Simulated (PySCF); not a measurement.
# Os: dipole response in aug-cc-pwCVDZ-PP with ECP60

Aim: the static polarisability and the C₆ coefficient of Os, method by method.

Method: unrestricted determinants in a Gaussian basis, no spin-orbit coupling in the energies. Code: PySCF 2.14.0.

## (1) What is computed

* Element: osmium (Z = 76)
* Basis: aug-cc-pwCVDZ-PP with ECP60MDF
* Hamiltonian: scalar relativity through the core potential
* State 1: Os: [Xe] 4f14 5d6 6s2, high-spin 5D determinant
* Methods: UHF, PBE, PBE0

The outer shells:

Os [Xe] 4f14 5d6 6s2
```
[Xe] core
4f [↑↓][↑↓][↑↓][↑↓][↑↓][↑↓][↑↓]
5d [↑↓][↑ ][↑ ][↑ ][↑ ]
6s [↑↓]
```

The runs were made by one driver on top of PySCF. The scripts below sum up each run's settings (the driver also hands on starting orbitals that pick excited configurations, and frozen orbitals as a list rather than a count), and the logs come from the driver's own runs. The driver starts from symmetry-adapted Hartree-Fock orbitals, holds the occupation by maximum overlap and uses a logarithmic radial grid for functionals, so a plain start would take other cycles.

The integrals over 70 functions and the set-up took 0.34 s of CPU time.

## (2) Os, method by method

UHF:

Input file input.py:

```python
from pyscf import gto, scf, dft, mp, cc
import basis_set_exchange as bse
txt = bse.get_basis("aug-cc-pwCVDZ-PP", elements=["Os"], fmt="nwchem", header=False)
cut = txt.index("\nECP")
mol = gto.M(atom="Os 0 0 0", charge=0, spin=4, symmetry="D2h",
            basis=gto.basis.parse(txt[:cut]),
            ecp={"Os": gto.basis.parse_ecp(txt[cut:])})
mf = scf.UHF(mol)
mf.irrep_nelec = {'Ag': (4, 2), 'B1g': (1, 1), 'B2g': (1, 0), 'B3g': (1, 0), 'B1u': (1, 1), 'B2u': (1, 1), 'B3u': (1, 1)}
mf.kernel()
```

Log:

```text
damping factor = 0
level_shift factor = 0
DIIS = <class 'pyscf.scf.diis.CDIIS'>
diis_start_cycle = 1
diis_space = 10
diis_damp = 0
SCF conv_tol = 1e-09
SCF conv_tol_grad = None
number electrons alpha = 10  beta = 6
cycle= 1 E= -90.0679618247627  delta_E= -0.00333  |g|= 0.0176  |ddm|= 0.0516
cycle= 2 E= -90.068079742046  delta_E= -0.000118  |g|= 0.00418  |ddm|= 0.0142
cycle= 3 E= -90.068095864807  delta_E= -1.61e-05  |g|= 0.00113  |ddm|= 0.00775
cycle= 4 E= -90.0681000908937  delta_E= -4.23e-06  |g|= 0.00075  |ddm|= 0.0033
cycle= 5 E= -90.0681033129227  delta_E= -3.22e-06  |g|= 0.000523  |ddm|= 0.00326
cycle= 6 E= -90.0681070874252  delta_E= -3.77e-06  |g|= 0.000264  |ddm|= 0.00564
cycle= 7 E= -90.068108216799  delta_E= -1.13e-06  |g|= 2.85e-05  |ddm|= 0.00503
cycle= 8 E= -90.0681082186281  delta_E= -1.83e-09  |g|= 6.57e-06  |ddm|= 0.000148
cycle= 9 E= -90.0681082186886  delta_E= -6.05e-11  |g|= 1.42e-06  |ddm|= 2.45e-05
converged SCF energy = -90.0681082186886  <S^2> = 6.0333169  2S+1 = 5.0133091
```

It used 5.8 s of CPU time after the integrals (shared host).

Orbital energies by shell (radii are means over both spins):

```
shell  electrons  mean orbital energy (eV)  spread (eV)  rms radius (bohr)
 5s α          1                   -110.04            0               1.09
 5s β          1                   -104.79            0               1.09
 5p α          3                   -65.787        1.388               1.27
 5p β          3                   -58.307        0.863               1.27
 5d α          5                   -13.119        1.683               1.92
 5d β          1                    -9.278            0               1.92
 6s α          1                    -8.891            0               3.46
 6s β          1                    -6.744            0               3.46
```

⟨S²⟩ = 6.033, ⟨L²⟩ = 6.03.

The driver then solved the coupled dipole response at imaginary frequencies: mean α = 76.64 bohr³ (xx, yy, zz: 77.26, 77.26, 75.38), C₆ = 860.4 au for a like pair.

Energies and moments cover only the electrons outside the core potential. Spin-orbit coupling, absent here, splits the open shell strongly.

PBE:

input.py, as changed from the run before:

```diff
@@ -7,3 +7,3 @@
             ecp={"Os": gto.basis.parse_ecp(txt[cut:])})
-mf = scf.UHF(mol)
+mf = dft.UKS(mol, xc="PBE")
 mf.irrep_nelec = {'Ag': (4, 2), 'B1g': (1, 1), 'B2g': (1, 0), 'B3g': (1, 0), 'B1u': (1, 1), 'B2u': (1, 1), 'B3u': (1, 1)}
```

Log:

```text
damping factor = 0
level_shift factor = 0
DIIS = <class 'pyscf.scf.diis.CDIIS'>
diis_start_cycle = 1
diis_space = 10
diis_damp = 0
SCF conv_tol = 1e-09
SCF conv_tol_grad = None
number electrons alpha = 10  beta = 6
XC functionals = PBE
    J. P. Perdew, K. Burke, and M. Ernzerhof.,  Phys. Rev. Lett. 77, 3865 (1996)
    J. P. Perdew, K. Burke, and M. Ernzerhof.,  Phys. Rev. Lett. 78, 1396 (1997)
    J. P. Perdew, K. Burke, and M. Ernzerhof.,  Phys. Rev. Lett. 77, 3865 (1996)
    J. P. Perdew, K. Burke, and M. Ernzerhof.,  Phys. Rev. Lett. 78, 1396 (1997)
cycle= 1 E= -90.815718643291  delta_E= -0.0142  |g|= 0.026  |ddm|= 0.399
cycle= 2 E= -90.8159607843889  delta_E= -0.000242  |g|= 0.0158  |ddm|= 0.0656
cycle= 3 E= -90.8160765456641  delta_E= -0.000116  |g|= 0.00687  |ddm|= 0.0282
cycle= 4 E= -90.816148262053  delta_E= -7.17e-05  |g|= 0.00745  |ddm|= 0.0548
cycle= 5 E= -90.8161913476237  delta_E= -4.31e-05  |g|= 0.00418  |ddm|= 0.0373
cycle= 6 E= -90.8162029785682  delta_E= -1.16e-05  |g|= 0.000184  |ddm|= 0.0177
cycle= 7 E= -90.8162030982306  delta_E= -1.2e-07  |g|= 7.15e-05  |ddm|= 0.00395
cycle= 8 E= -90.8162031049921  delta_E= -6.76e-09  |g|= 6.66e-06  |ddm|= 0.000578
cycle= 9 E= -90.8162031050311  delta_E= -3.91e-11  |g|= 9.12e-07  |ddm|= 5.3e-05
converged SCF energy = -90.8162031050311  <S^2> = 6.0095282  2S+1 = 5.0038098
```

It used 13 s of CPU time after the integrals (shared host).

The driver then solved the coupled dipole response at imaginary frequencies: mean α = 53.48 bohr³ (xx, yy, zz: 51.85, 51.85, 56.76), C₆ = 579.5 au for a like pair.

PBE0:

input.py, as changed from the run before:

```diff
@@ -7,3 +7,3 @@
             ecp={"Os": gto.basis.parse_ecp(txt[cut:])})
-mf = dft.UKS(mol, xc="PBE")
+mf = dft.UKS(mol, xc="PBE0")
 mf.irrep_nelec = {'Ag': (4, 2), 'B1g': (1, 1), 'B2g': (1, 0), 'B3g': (1, 0), 'B1u': (1, 1), 'B2u': (1, 1), 'B3u': (1, 1)}
```

Log:

```text
damping factor = 0
level_shift factor = 0
DIIS = <class 'pyscf.scf.diis.CDIIS'>
diis_start_cycle = 1
diis_space = 10
diis_damp = 0
SCF conv_tol = 1e-09
SCF conv_tol_grad = None
number electrons alpha = 10  beta = 6
XC functionals = PBE0
    C. Adamo and V. Barone.,  J. Chem. Phys. 110, 6158 (1999)
    M. Ernzerhof and G. E. Scuseria.,  J. Chem. Phys. 110, 5029 (1999)
cycle= 1 E= -90.7737407920176  delta_E= -0.00905  |g|= 0.0141  |ddm|= 0.267
cycle= 2 E= -90.7739335709284  delta_E= -0.000193  |g|= 0.00259  |ddm|= 0.0391
cycle= 3 E= -90.7739493558341  delta_E= -1.58e-05  |g|= 0.00137  |ddm|= 0.0112
cycle= 4 E= -90.7739561312825  delta_E= -6.78e-06  |g|= 0.000895  |ddm|= 0.0054
cycle= 5 E= -90.7739614469501  delta_E= -5.32e-06  |g|= 0.000766  |ddm|= 0.0047
cycle= 6 E= -90.7739872048972  delta_E= -2.58e-05  |g|= 0.000505  |ddm|= 0.0304
cycle= 7 E= -90.7739980252646  delta_E= -1.08e-05  |g|= 0.000346  |ddm|= 0.0327
cycle= 8 E= -90.7739980104615  delta_E= 1.48e-08  |g|= 0.000414  |ddm|= 0.000994
cycle= 9 E= -90.7739981824505  delta_E= -1.72e-07  |g|= 5.83e-05  |ddm|= 0.00329
cycle= 10 E= -90.7739981842497  delta_E= -1.8e-09  |g|= 6.6e-06  |ddm|= 8.89e-05
cycle= 11 E= -90.7739981842755  delta_E= -2.59e-11  |g|= 1.05e-07  |ddm|= 1.68e-05
converged SCF energy = -90.7739981842755  <S^2> = 6.0121418  2S+1 = 5.0048544
```

CPU time 17 s on a shared host, the integrals not counted.

The driver then solved the coupled dipole response at imaginary frequencies: mean α = 56.95 bohr³ (xx, yy, zz: 56.13, 56.13, 58.57), C₆ = 627.7 au for a like pair.

Radial density 4πr²ρ of Os at UHF, the electrons outside the core potential:

```
r (bohr)   density  spin density
   0.130  4.29e-05         0.000
   0.218  0.000555         0.000
   0.366    0.0541         0.004
   0.616      3.30         0.214
    1.04      12.9         2.153
    1.74      5.69         2.369
    2.93      1.47         0.472
    4.93     0.213        -0.035
    8.30   0.00616        -0.004
```

## (3) Polarisabilities and C₆

Os, in atomic units:

```
method  mean α  C₆ (like pair)  S(−4)
   UHF   76.64           860.4   4045
   PBE   53.48           579.5   1164
  PBE0   56.95           627.7   1360
```

Reference α: 57 ± 3 bohr³ (recommended; Schwerdtfeger and Nagle, table of static dipole polarizabilities (2023 update)). Published C₆: 584.0 (Gould and Bucko (2016)).

α(iu) at PBE0:

```
u (hartree)  α(iu) (bohr³)
          0          56.95
     0.0500          53.83
      0.100          46.81
      0.200          32.72
      0.300          23.42
      0.500          14.13
      0.750          9.145
       1.00          6.565
       1.50          3.922
       2.00          2.619
       3.00          1.403
       5.00         0.5867
```

## (4) Outcome

| quantity | value |
| --- | --- |
| α of Os | 53.48 (PBE) to 76.64 (UHF) bohr³; reference 57.00 |

In words: For Os PBE0 is nearest the reference (-0 %). All values hold for this basis alone; no basis-set limit was taken.
